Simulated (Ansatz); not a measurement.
**CH6AlNOSSi: up Jacob's ladder to CCSD(T)**

How much do the methods differ for CH6AlNOSSi? The plan is to run it at one geometry with functionals of several rungs and with coupled cluster. The yardstick is the atomisation energy at the CCSD(T) limit.

Program: Ansatz 0.2.0, Gaussian basis. Level of theory: functionals in def2-TZVPP, the program's frozen cores in correlated methods. These are calculated values, not measurements.

The runs, in order: PBE-D4, r2SCAN-D4, PBE0-D4, B3LYP-D4, ωB97X-V, ωB97M-V, B2PLYP; CCSD(T)/def2-TZVPP; MP2/def2-QZVPP; extrapolation to the limit.

### 1 The relaxed structure

All runs share one geometry, relaxed beforehand with PBE0-D4 in a triple-zeta def2 set.

SMILES `NC1[O][Al]([SH])[SiH2]1`, 12 atoms, charge 0, spin multiplicity 1.

Atoms are counted from 1 here; the program's logs count them from 0.

Bond lengths: N1–C2 1.424 Å, N1–H7 1.012 Å, N1–H8 1.014 Å, C2–O3 1.458 Å, C2–Si6 1.947 Å, C2–H9 1.095 Å, O3–Al4 1.720 Å, Al4–S5 2.177 Å, Al4–Si6 2.394 Å, S5–H10 1.345 Å, Si6–H11 1.488 Å, Si6–H12 1.490 Å. Angles: C2–N1–H7 112.2°, C2–N1–H8 110.9°, H7–N1–H8 107.8°, N1–C2–O3 113.8°, N1–C2–Si6 113.5°, N1–C2–H9 108.1°, O3–C2–Si6 103.8°, O3–C2–H9 106.7°, Si6–C2–H9 110.6°, C2–O3–Al4 105.5°, O3–Al4–S5 124.6°, O3–Al4–Si6 80.1°, S5–Al4–Si6 155.3°, Al4–S5–H10 91.6°, C2–Si6–Al4 70.6°, C2–Si6–H11 114.3°, C2–Si6–H12 112.7°, Al4–Si6–H11 122.5° and more.

### 2 PBE-D4 (GGA)

in.yaml reads:

```yaml
crystal:
  periodic: [false, false, false]
  atoms:
    - {symbol: N, position_ang: [-1.572419, -0.025581, 1.469965]}
    - {symbol: C, position_ang: [-0.364631, 0.484073, 0.914469]}
    - {symbol: O, position_ang: [-0.539429, 1.137450, -0.376614]}
    - {symbol: Al, position_ang: [0.544119, 0.338379, -1.447614]}
    - {symbol: S, position_ang: [0.835704, 0.871728, -3.537931]}
    - {symbol: Si, position_ang: [0.969261, -0.889649, 0.562671]}
    - {symbol: H, position_ang: [-1.950131, -0.792041, 0.927086]}
    - {symbol: H, position_ang: [-2.280817, 0.698232, 1.519449]}
    - {symbol: H, position_ang: [0.032235, 1.241374, 1.598872]}
    - {symbol: H, position_ang: [1.734517, -0.115219, -3.703214]}
    - {symbol: H, position_ang: [2.226438, -0.735653, 1.343738]}
    - {symbol: H, position_ang: [0.442154, -2.268291, 0.763122]}
basis:
  gaussian: {orbitals: def2-TZVPP}
hamiltonian: {xc: pbe, dispersion: d4}
output: {forces: true, orbitals: {seedname: orbitals}}
```

Command:

```bash
> ansatz run in.yaml --threads 2 --pin off --events-out ev --progress --plain --max-ram 32768MiB --backend cuda --devices 0, --max-vram 18GiB
```

Further steps of the session: r2SCAN-D4 (meta-GGA); PBE0-D4 (hybrid); B3LYP-D4 (hybrid); ωB97X-V (range-separated); ωB97M-V (range-separated); B2PLYP (double hybrid); CCSD(T) in def2-TZVPP; MP2 in def2-QZVPP.

**Question.** What will the summary of the whole plan be? Wanted: atomisation energy, CCSD(T)/CBS; farthest; mean size of error, hybrid; mean size of error, range-separated; gap, smallest and largest; T1 diagnostic; triples share of the correlation energy.

The runs gave:

```
                               quantity                                  value
        atomisation energy, CCSD(T)/CBS                          4138.2 kJ/mol
 functionals within 20.7 kJ/mol (0.5 %)  r2SCAN-D4, PBE0-D4, B3LYP-D4, ωB97M-V
                               farthest                  PBE-D4 (+85.4 kJ/mol)
             mean size of error, hybrid                            13.1 kJ/mol
    mean size of error, range-separated                            22.5 kJ/mol
              gap, smallest and largest   3.83 eV (PBE-D4), 10.01 eV (ωB97X-V)
                          T1 diagnostic                                 0.0146
triples share of the correlation energy                                  4.2 %
```

In words: PBE-D4 is off by +85.4 kJ/mol. Double hybrids carry the basis error of their MP2 part in triple zeta, and no dispersion term here, so their miss is partly the set-up's. Misses under about 20.7 kJ/mol are within the doubt on the reference itself, which lacks core-valence correlation, relativity and higher excitations. Hartree-Fock recovers 68 % of the binding; the rest is correlation. The gap grows from 3.8 to 10.0 eV across the functionals, mostly with the share of exact exchange.
